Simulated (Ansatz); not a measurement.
# Ge6Mo2W: the cost of one run

Method: DFT PBE, scalar-relativistic, plane waves, PAW, in Ansatz 0.2.0.

### Step 1. The starting structure

It takes space group Fmmm (No. 69, orthorhombic). Conventional cell: a = 4.721 Å, b = 8.287 Å, c = 14.166 Å, α = 90.00°, β = 90.00°, γ = 90.00°. Around Ge (site symmetry m) lie 5 Ge at 2.69 to 2.78 Å and 4 Mo at 2.71 to 2.80 Å and 1 W at 2.72 Å. Ge (site symmetry m2m) has 5 Ge at 2.69 to 2.78 Å and 3 W at 2.72 to 2.80 Å and 2 Mo at 2.72 Å as nearest neighbours. Mo (site symmetry mm2) is surrounded by 10 Ge at 2.71 to 2.80 Å. W (site symmetry mmm) is surrounded by 10 Ge at 2.72 to 2.80 Å.

Coordinates:

```
CELL_PARAMETERS angstrom
0.00000 4.14359 7.08314
2.36067 0.00000 7.08314
2.36067 4.14359 0.00000
ATOMIC_POSITIONS crystal
Ge 0.49516 0.17117 0.82883
Ge 0.82883 0.50484 0.49516
Ge 0.16200 0.83800 0.16200
Ge 0.17117 0.49516 0.50483
Ge 0.50484 0.82883 0.17117
Ge 0.83800 0.16200 0.83800
Mo 0.83302 0.83302 0.16698
Mo 0.16698 0.16698 0.83302
W 0.50000 0.50000 0.50000
```

The cell was relaxed beforehand at this level, from a generated guess; it is a trial structure. At a tolerance of 0.05 Å it has space group Fmmm (No. 69); it has 15.40 Å³/atom, an uncorrected energy of -0.07 eV/atom over the elements.

### Step 2. Static run: bands, density of states and charges

Contents of input.yaml:

```yaml
crystal:
  lattice:
    - [0.0, 4.1435881, 7.0831402]
    - [2.3606701, 0.0, 7.0831402]
    - [2.3606701, 4.1435881, 0.0]
  atoms:
    - { symbol: Ge, position: [0.495165, 0.171167, 0.828833] }
    - { symbol: Ge, position: [0.828833, 0.504835, 0.495165] }
    - { symbol: Ge, position: [0.161999, 0.838001, 0.161999] }
    - { symbol: Ge, position: [0.171167, 0.495165, 0.504835] }
    - { symbol: Ge, position: [0.504835, 0.828833, 0.171167] }
    - { symbol: Ge, position: [0.838001, 0.161999, 0.838001] }
    - { symbol: Mo, position: [0.833024, 0.833024, 0.166976] }
    - { symbol: Mo, position: [0.166976, 0.166976, 0.833024] }
    - { symbol: W, position: [0.5, 0.5, 0.5] }
basis:
  ecutwfc: 420
kpoints:
  mp_grid: { grid: [10, 10, 10] }
  band_path:
    path:
      - [[0.0, 0.0, 0.0], [0.5, 0.0, 0.5], [1.0, 0.5, 0.5], [0.5, 0.5, 0.0], [0.0, 0.0, 0.0], [0.0, 0.35891311, 0.35891311]]
      - [[1.0, 0.64108689, 0.64108689], [1.0, 0.5, 0.5]]
      - [[0.5, 0.0, 0.5], [0.5, 0.19662472, 0.69662472]]
      - [[0.5, 0.80337528, 0.30337528], [0.5, 0.5, 0.0]]
    npoints: 14
hamiltonian:
  xc: pbe
scf:
  occupations: { method: gaussian, width: 0.1 }
  n_extra_bands: 22
output:
  forces: true
  stress: true
  eigenvalues: true
  populations: true
  dos: { projected: true, de: 0.02, nscf_kmesh: { grid: [12, 12, 12] } }
  bader: true
  write_density: true
  write_potential: true
  elf: true
  volumetric_format: npy
```

Run with:

```console
> ansatz run input.yaml --threads 4 --pin off --max-ram 8192MiB --backend cpu --events-out ev --progress --plain --runs-dir out
```

**Question.** How long does this run take on 4 threads of Arm Neoverse V2, shared host, and how much memory does it need?

About 1.9 min, with a peak of 2.3 GiB.
